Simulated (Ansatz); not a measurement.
# AlH₅Se (SMILES [AlH3-][SeH2+]): a rigid scan of the bond length Al1–H5

How does the energy rise as the bond length Al1–H5 leaves its equilibrium value, and do density functionals follow CCSD(T)? No other atom is relaxed.

The runs use Ansatz 0.2.0, Gaussian basis; single points in def2-TZVPP.

Levels: PBE-D4, r2SCAN-D4, PBE0-D4, B3LYP-D4, wB97M-V, Hartree-Fock, MP2, CCSD, CCSD(T). The scan takes 1.372, 1.419, 1.488, 1.568, 1.657, 1.753, 1.855, 1.962, 2.074 Å.

Cores are frozen in the correlated methods. Filled d shells of the heavier atoms are correlated. B3LYP uses VWN-RPA correlation.

33 further runs of the same task are left out: 33 set aside as unsound or not needed.

### Step 1. Where the work starts

The minimum, relaxed at PBE0-D4: SMILES `[AlH3-][SeH2+]`, 7 atoms, charge 0, spin multiplicity 1.

Atoms are counted from 1 here; the program's logs count them from 0.

Bond lengths: Al1–Se2 2.668 Å, Al1–H3 1.596 Å, Al1–H4 1.596 Å, Al1–H5 1.595 Å, Se2–H6 1.469 Å, Se2–H7 1.469 Å. Angles: Se2–Al1–H3 94.9°, Se2–Al1–H4 94.8°, Se2–Al1–H5 99.4°, H3–Al1–H4 118.8°, H3–Al1–H5 118.8°, H4–Al1–H5 118.8°, Al1–Se2–H6 97.2°, Al1–Se2–H7 97.1°, H6–Se2–H7 91.6°.

Geometry (Å):

```
atom     x (Å)     y (Å)     z (Å)
 Al1  -0.74417  -0.59197  -0.66056
 Se2   0.80492   0.31879   1.31095
  H3  -0.12086  -2.06117  -0.65712
  H4  -2.11459  -0.33630   0.11643
  H5  -0.31744   0.42035  -1.81723
  H6   2.04490   0.43620   0.53195
  H7   0.50844   1.74619   1.12988
```

Energies of the minimum (eV), from earlier single points: PBE-D4 -72013.88042, r2SCAN-D4 -72026.58703, PBE0-D4 -72016.77552, B3LYP-D4 -72029.79737, wB97M-V -72023.00827, CCSD(T) -71976.73453.

At the minimum the bond length Al1–H5 is 1.595 Å.

### Step 2. Al1–H5 = 1.372 Å

ccsdt-tzvpp/in.yaml

```yaml
crystal:
  periodic: [false, false, false]
  atoms:
    - {symbol: Al, position_ang: [-0.744171, -0.591968, -0.660555]}
    - {symbol: Se, position_ang: [0.804922, 0.318788, 1.310951]}
    - {symbol: H, position_ang: [-0.120860, -2.061166, -0.657125]}
    - {symbol: H, position_ang: [-2.114594, -0.336296, 0.116433]}
    - {symbol: H, position_ang: [-0.377157, 0.278690, -1.655361]}
    - {symbol: H, position_ang: [2.044905, 0.436197, 0.531947]}
    - {symbol: H, position_ang: [0.508438, 1.746189, 1.129876]}
basis:
  gaussian: {orbitals: def2-TZVPP}
correlation: {method: ccsd_t}
```

No record of the launch command was kept for these runs.

Further steps of the session: Al1–H5 = 1.419 Å; Al1–H5 = 1.488 Å; Al1–H5 = 1.568 Å; Al1–H5 = 1.657 Å; Al1–H5 = 1.753 Å; Al1–H5 = 1.855 Å; Al1–H5 = 1.962 Å; Al1–H5 = 2.074 Å.

What does the calculation give? Wanted: highest point, CCSD(T); lowest point, CCSD(T); minimum along the scan, CCSD(T); RMS deviation from CCSD(T); largest T1 diagnostic.

The runs gave:

| quantity | value |
| --- | --- |
| highest point, CCSD(T) | 838 meV at 2.074 Å |
| lowest point, CCSD(T) | 0 meV at 1.595 Å |
| minimum along the scan, CCSD(T) | 1.590 Å |
| curvature there | 12.9 eV/Å² |
| RMS deviation from CCSD(T) | PBE-D4 47, r2SCAN-D4 10, PBE0-D4 13, B3LYP-D4 10, wB97M-V 22, Hartree-Fock 29, MP2 27, CCSD 5 meV |
| largest T1 diagnostic | 0.010 |

In words: A polynomial through the near points puts the CCSD(T) minimum 0.005 Å below the PBE0-D4 value. It is steeper on the short side than on the long one. Curvature against CCSD(T): PBE-D4 -7 %, Hartree-Fock +5 %. The curve of CCSD lies nearest to CCSD(T), that of PBE-D4 farthest.
